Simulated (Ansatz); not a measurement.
Born–Oppenheimer molecular dynamics of a periodic cell of 16 atoms, Li (start crystal Li, start structure bcc, volume 1.15 times the crystal's). It starts from a structure without forces on its atoms.

The calculation used Ansatz, DFT PBE, scalar-relativistic, plane waves, PAW. Settings: accuracy low, cutoff 420 eV, k mesh 2x2x2, fermi-dirac smearing 0.11 eV, no spin polarisation.

```
ensemble        : NVT, Langevin thermostat
time step       : 1 fs
steps asked     : 240
set temperature : 1300 K
friction        : 0.02 /fs
seed            : 113070
```

Frames 1 fs apart, positions in Å, forces in eV/Å.

Velocities at 40.0 fs (Å/ps):

```
Li 14.05 6.14 3.05
Li 13.92 -10.76 -3.90
Li -1.63 -0.69 15.54
Li 8.19 0.26 15.89
Li -0.24 4.57 15.34
Li -4.98 6.70 -8.10
Li 3.73 -1.52 12.32
Li 4.55 -12.01 8.99
Li 0.90 -34.17 3.93
Li -12.71 -15.56 17.82
Li -8.10 -4.17 -3.18
Li 2.94 -11.92 0.20
Li 8.28 8.83 -4.56
Li 23.75 10.70 8.71
Li 3.57 1.61 5.78
Li -2.91 9.34 -9.69
```

```xyz
16
Lattice="7.3129 0.0000 0.0000 0.0000 7.3129 0.0000 0.0000 0.0000 7.3129" Properties=species:S:1:pos:R:3:forces:R:3 time_fs=40.0 energy_less_start_eV=1.987 T=913
Li 0.234 0.263 0.104 0.14 -0.50 -0.26
Li 3.264 0.348 -0.413 0.53 -0.48 0.16
Li 0.354 3.923 0.462 -0.23 -0.17 -0.06
Li 0.061 -0.313 3.938 0.09 0.15 0.04
Li 2.092 1.504 1.704 -0.05 0.24 0.46
Li 3.521 4.137 0.396 0.38 -0.67 -0.86
Li 3.852 0.136 3.958 -0.11 -0.06 -0.06
Li 6.037 0.943 2.186 -0.32 0.68 -0.19
Li -0.058 3.078 3.739 0.29 0.32 -0.37
Li 2.306 5.060 2.142 -0.42 0.60 0.87
Li 1.885 1.943 5.399 -0.08 0.32 -0.10
Li 4.465 3.017 3.590 -0.49 -0.10 -0.31
Li 5.278 5.790 1.760 0.15 -0.23 0.06
Li 6.071 2.088 5.955 -0.36 -0.13 0.08
Li 1.568 5.447 5.439 0.31 -0.25 0.16
Li 5.193 5.108 4.951 0.18 0.26 0.36
16
Lattice="7.3129 0.0000 0.0000 0.0000 7.3129 0.0000 0.0000 0.0000 7.3129" Properties=species:S:1:pos:R:3:forces:R:3 time_fs=41.0 energy_less_start_eV=1.990 T=970
Li 0.249 0.268 0.105 0.13 -0.50 -0.24
Li 3.277 0.338 -0.417 0.51 -0.45 0.18
Li 0.352 3.922 0.476 -0.23 -0.17 -0.06
Li 0.070 -0.311 3.952 0.08 0.16 0.04
Li 2.092 1.510 1.718 -0.04 0.22 0.44
Li 3.517 4.143 0.388 0.37 -0.64 -0.83
Li 3.857 0.136 3.968 -0.12 -0.05 -0.07
Li 6.039 0.930 2.196 -0.31 0.69 -0.20
Li -0.058 3.042 3.744 0.29 0.35 -0.39
Li 2.292 5.045 2.163 -0.38 0.59 0.85
Li 1.876 1.941 5.396 -0.05 0.30 -0.08
Li 4.467 3.005 3.590 -0.48 -0.08 -0.30
Li 5.284 5.798 1.755 0.13 -0.25 0.06
Li 6.095 2.098 5.962 -0.39 -0.13 0.10
Li 1.572 5.449 5.445 0.30 -0.26 0.17
Li 5.189 5.116 4.941 0.19 0.24 0.36
16
Lattice="7.3129 0.0000 0.0000 0.0000 7.3129 0.0000 0.0000 0.0000 7.3129" Properties=species:S:1:pos:R:3:forces:R:3 time_fs=42.0 energy_less_start_eV=1.986 T=969
Li 0.264 0.270 0.106 0.11 -0.49 -0.23
Li 3.288 0.329 -0.422 0.49 -0.42 0.19
Li 0.348 3.920 0.489 -0.23 -0.16 -0.06
Li 0.082 -0.306 3.965 0.07 0.16 0.03
Li 2.094 1.516 1.733 -0.03 0.20 0.42
Li 3.514 4.146 0.378 0.35 -0.61 -0.78
Li 3.865 0.140 3.976 -0.13 -0.05 -0.08
Li 6.036 0.914 2.208 -0.29 0.69 -0.22
Li -0.063 3.007 3.749 0.30 0.38 -0.41
Li 2.274 5.033 2.187 -0.33 0.56 0.81
Li 1.868 1.943 5.394 -0.01 0.29 -0.07
Li 4.466 2.992 3.592 -0.48 -0.06 -0.29
Li 5.290 5.805 1.747 0.11 -0.28 0.06
Li 6.118 2.107 5.966 -0.42 -0.14 0.12
Li 1.577 5.454 5.452 0.29 -0.28 0.17
Li 5.185 5.126 4.931 0.19 0.21 0.35
16
Lattice="7.3129 0.0000 0.0000 0.0000 7.3129 0.0000 0.0000 0.0000 7.3129" Properties=species:S:1:pos:R:3:forces:R:3 time_fs=43.0 energy_less_start_eV=1.972 T=1028
Li 0.279 0.270 0.107 0.10 -0.47 -0.21
Li 3.301 0.319 -0.425 0.47 -0.39 0.20
Li 0.342 3.920 0.503 -0.22 -0.16 -0.07
Li 0.098 -0.304 3.978 0.06 0.17 0.01
Li 2.097 1.521 1.755 -0.03 0.19 0.39
Li 3.515 4.143 0.365 0.32 -0.58 -0.73
Li 3.872 0.144 3.984 -0.15 -0.05 -0.08
Li 6.030 0.897 2.219 -0.26 0.70 -0.23
Li -0.068 2.977 3.753 0.30 0.40 -0.43
Li 2.256 5.024 2.209 -0.28 0.54 0.77
Li 1.861 1.945 5.395 0.02 0.28 -0.05
Li 4.465 2.980 3.598 -0.47 -0.04 -0.28
Li 5.301 5.810 1.734 0.09 -0.31 0.06
Li 6.137 2.115 5.969 -0.44 -0.16 0.14
Li 1.581 5.460 5.460 0.29 -0.30 0.17
Li 5.185 5.139 4.923 0.20 0.19 0.34
16
Lattice="7.3129 0.0000 0.0000 0.0000 7.3129 0.0000 0.0000 0.0000 7.3129" Properties=species:S:1:pos:R:3:forces:R:3 time_fs=44.0 energy_less_start_eV=1.954 T=913
Li 0.296 0.270 0.109 0.08 -0.45 -0.19
Li 3.317 0.310 -0.426 0.45 -0.36 0.21
Li 0.335 3.919 0.516 -0.21 -0.16 -0.08
Li 0.115 -0.302 3.992 0.04 0.19 -0.01
Li 2.100 1.523 1.780 -0.02 0.17 0.35
Li 3.520 4.138 0.350 0.29 -0.55 -0.68
Li 3.878 0.148 3.991 -0.16 -0.06 -0.08
Li 6.023 0.882 2.232 -0.24 0.70 -0.23
Li -0.073 2.950 3.755 0.31 0.42 -0.45
Li 2.238 5.017 2.226 -0.23 0.51 0.72
Li 1.853 1.946 5.397 0.05 0.27 -0.04
Li 4.462 2.970 3.606 -0.46 -0.01 -0.26
Li 5.314 5.812 1.720 0.07 -0.33 0.06
Li 6.152 2.122 5.969 -0.45 -0.17 0.17
Li 1.584 5.468 5.470 0.29 -0.32 0.18
Li 5.188 5.154 4.917 0.21 0.16 0.33
16
Lattice="7.3129 0.0000 0.0000 0.0000 7.3129 0.0000 0.0000 0.0000 7.3129" Properties=species:S:1:pos:R:3:forces:R:3 time_fs=45.0 energy_less_start_eV=1.939 T=866
Li 0.313 0.267 0.111 0.07 -0.43 -0.17
Li 3.334 0.301 -0.424 0.43 -0.33 0.21
Li 0.328 3.917 0.529 -0.20 -0.16 -0.08
Li 0.133 -0.299 4.003 0.02 0.20 -0.03
Li 2.107 1.526 1.807 -0.02 0.15 0.32
Li 3.529 4.132 0.338 0.26 -0.53 -0.63
Li 3.884 0.151 3.998 -0.18 -0.06 -0.07
Li 6.016 0.870 2.246 -0.22 0.70 -0.24
Li -0.080 2.927 3.756 0.31 0.44 -0.47
Li 2.223 5.011 2.240 -0.19 0.50 0.68
Li 1.844 1.950 5.400 0.08 0.25 -0.03
Li 4.457 2.961 3.615 -0.46 0.01 -0.25
Li 5.326 5.816 1.708 0.05 -0.36 0.06
Li 6.163 2.129 5.965 -0.47 -0.19 0.20
Li 1.586 5.476 5.476 0.29 -0.34 0.19
Li 5.189 5.170 4.914 0.22 0.13 0.32
16
Lattice="7.3129 0.0000 0.0000 0.0000 7.3129 0.0000 0.0000 0.0000 7.3129" Properties=species:S:1:pos:R:3:forces:R:3 time_fs=46.0 energy_less_start_eV=1.932 T=826
Li 0.328 0.265 0.112 0.05 -0.41 -0.15
Li 3.351 0.293 -0.421 0.41 -0.30 0.21
Li 0.321 3.915 0.539 -0.20 -0.17 -0.09
Li 0.149 -0.298 4.012 0.01 0.21 -0.04
Li 2.114 1.528 1.836 -0.03 0.14 0.29
Li 3.536 4.123 0.330 0.24 -0.51 -0.59
Li 3.889 0.153 4.005 -0.19 -0.06 -0.07
Li 6.010 0.860 2.259 -0.20 0.70 -0.25
Li -0.088 2.904 3.756 0.32 0.47 -0.49
Li 2.208 5.004 2.253 -0.15 0.48 0.65
Li 1.833 1.954 5.405 0.12 0.24 -0.02
Li 4.452 2.951 3.623 -0.45 0.04 -0.24
Li 5.339 5.819 1.696 0.03 -0.37 0.06
Li 6.174 2.136 5.961 -0.48 -0.20 0.23
Li 1.587 5.484 5.482 0.29 -0.36 0.20
Li 5.188 5.187 4.912 0.23 0.10 0.31
16
Lattice="7.3129 0.0000 0.0000 0.0000 7.3129 0.0000 0.0000 0.0000 7.3129" Properties=species:S:1:pos:R:3:forces:R:3 time_fs=47.0 energy_less_start_eV=1.930 T=772
Li 0.338 0.263 0.113 0.05 -0.39 -0.12
Li 3.367 0.287 -0.417 0.39 -0.28 0.22
Li 0.312 3.915 0.548 -0.19 -0.17 -0.10
Li 0.165 -0.298 4.018 -0.01 0.22 -0.05
Li 2.124 1.528 1.865 -0.04 0.13 0.25
Li 3.543 4.115 0.323 0.22 -0.49 -0.56
Li 3.893 0.153 4.011 -0.20 -0.05 -0.07
Li 6.008 0.852 2.272 -0.19 0.69 -0.26
Li -0.094 2.879 3.756 0.33 0.49 -0.50
Li 2.192 4.996 2.265 -0.12 0.47 0.62
Li 1.823 1.957 5.411 0.15 0.22 -0.01
Li 4.449 2.943 3.633 -0.45 0.06 -0.23
Li 5.352 5.822 1.685 0.02 -0.39 0.06
Li 6.184 2.139 5.958 -0.49 -0.21 0.25
Li 1.588 5.488 5.489 0.30 -0.38 0.20
Li 5.187 5.205 4.910 0.24 0.07 0.31
16
Lattice="7.3129 0.0000 0.0000 0.0000 7.3129 0.0000 0.0000 0.0000 7.3129" Properties=species:S:1:pos:R:3:forces:R:3 time_fs=48.0 energy_less_start_eV=1.926 T=802
Li 0.347 0.260 0.115 0.04 -0.37 -0.10
Li 3.383 0.279 -0.415 0.37 -0.25 0.22
Li 0.303 3.917 0.558 -0.18 -0.18 -0.10
Li 0.182 -0.297 4.022 -0.02 0.23 -0.07
Li 2.136 1.528 1.894 -0.05 0.11 0.22
Li 3.553 4.107 0.313 0.20 -0.47 -0.52
Li 3.893 0.153 4.016 -0.21 -0.04 -0.07
Li 6.004 0.846 2.283 -0.18 0.68 -0.27
Li -0.098 2.853 3.755 0.33 0.51 -0.51
Li 2.175 4.989 2.276 -0.08 0.46 0.59
Li 1.815 1.960 5.418 0.17 0.21 -0.01
Li 4.446 2.938 3.644 -0.44 0.08 -0.22
Li 5.363 5.827 1.674 0.00 -0.40 0.06
Li 6.190 2.140 5.957 -0.50 -0.22 0.27
Li 1.589 5.492 5.495 0.30 -0.39 0.21
Li 5.183 5.222 4.909 0.25 0.04 0.30
16
Lattice="7.3129 0.0000 0.0000 0.0000 7.3129 0.0000 0.0000 0.0000 7.3129" Properties=species:S:1:pos:R:3:forces:R:3 time_fs=49.0 energy_less_start_eV=1.919 T=835
Li 0.358 0.256 0.121 0.04 -0.36 -0.09
Li 3.400 0.267 -0.414 0.35 -0.23 0.22
Li 0.293 3.918 0.570 -0.17 -0.19 -0.11
Li 0.201 -0.295 4.026 -0.04 0.23 -0.08
Li 2.148 1.526 1.919 -0.05 0.10 0.18
Li 3.567 4.099 0.301 0.17 -0.45 -0.48
Li 3.890 0.153 4.016 -0.22 -0.04 -0.06
Li 6.001 0.839 2.293 -0.18 0.68 -0.27
Li -0.100 2.829 3.751 0.33 0.53 -0.51
Li 2.155 4.984 2.289 -0.04 0.44 0.55
Li 1.810 1.966 5.426 0.20 0.20 0.00
Li 4.441 2.932 3.656 -0.43 0.10 -0.21
Li 5.370 5.835 1.664 -0.01 -0.41 0.06
Li 6.196 2.142 5.957 -0.51 -0.22 0.28
Li 1.589 5.496 5.501 0.30 -0.41 0.22
Li 5.179 5.239 4.909 0.27 0.02 0.29
16
Lattice="7.3129 0.0000 0.0000 0.0000 7.3129 0.0000 0.0000 0.0000 7.3129" Properties=species:S:1:pos:R:3:forces:R:3 time_fs=50.0 energy_less_start_eV=1.913 T=840
Li 0.371 0.251 0.132 0.04 -0.34 -0.08
Li 3.419 0.255 -0.413 0.32 -0.21 0.22
Li 0.284 3.920 0.578 -0.17 -0.19 -0.11
Li 0.220 -0.295 4.028 -0.05 0.24 -0.09
Li 2.158 1.527 1.944 -0.06 0.10 0.15
Li 3.581 4.088 0.290 0.14 -0.43 -0.44
Li 3.889 0.154 4.017 -0.23 -0.04 -0.06
Li 6.001 0.833 2.302 -0.18 0.68 -0.27
Li -0.105 2.806 3.746 0.34 0.55 -0.51
Li 2.136 4.977 2.302 -0.01 0.42 0.51
Li 1.804 1.973 5.435 0.22 0.19 0.01
Li 4.434 2.928 3.668 -0.42 0.12 -0.20
Li 5.377 5.844 1.653 -0.03 -0.43 0.06
Li 6.202 2.143 5.960 -0.51 -0.23 0.29
Li 1.589 5.498 5.505 0.31 -0.42 0.23
Li 5.180 5.255 4.911 0.28 0.00 0.29
16
Lattice="7.3129 0.0000 0.0000 0.0000 7.3129 0.0000 0.0000 0.0000 7.3129" Properties=species:S:1:pos:R:3:forces:R:3 time_fs=51.0 energy_less_start_eV=1.910 T=882
Li 0.387 0.244 0.143 0.03 -0.32 -0.08
Li 3.439 0.244 -0.410 0.30 -0.18 0.21
Li 0.273 3.923 0.584 -0.16 -0.19 -0.12
Li 0.238 -0.295 4.030 -0.06 0.25 -0.10
Li 2.165 1.529 1.969 -0.06 0.09 0.12
Li 3.592 4.076 0.282 0.12 -0.41 -0.40
Li 3.888 0.155 4.016 -0.24 -0.04 -0.05
Li 6.005 0.827 2.309 -0.18 0.67 -0.27
Li -0.111 2.781 3.741 0.34 0.56 -0.50
Li 2.117 4.969 2.314 0.02 0.41 0.48
Li 1.798 1.981 5.444 0.24 0.18 0.01
Li 4.424 2.924 3.680 -0.40 0.13 -0.19
Li 5.384 5.852 1.639 -0.04 -0.44 0.06
Li 6.207 2.142 5.961 -0.51 -0.24 0.31
Li 1.588 5.500 5.509 0.31 -0.43 0.24
Li 5.183 5.271 4.915 0.29 -0.02 0.28
```

Of the whole run (240 fs, mean temperature of the second half 1508 K): The mean temperature of the second half is 16 % above the set value. A run of 0.24 ps of so small a system gives no equilibrium averages. Limits of this set-up: coarse k mesh, low accuracy level.

Run time: 16 min on 1 thread of Arm Neoverse V1, with other jobs on the host, peak memory 0.54 GiB.
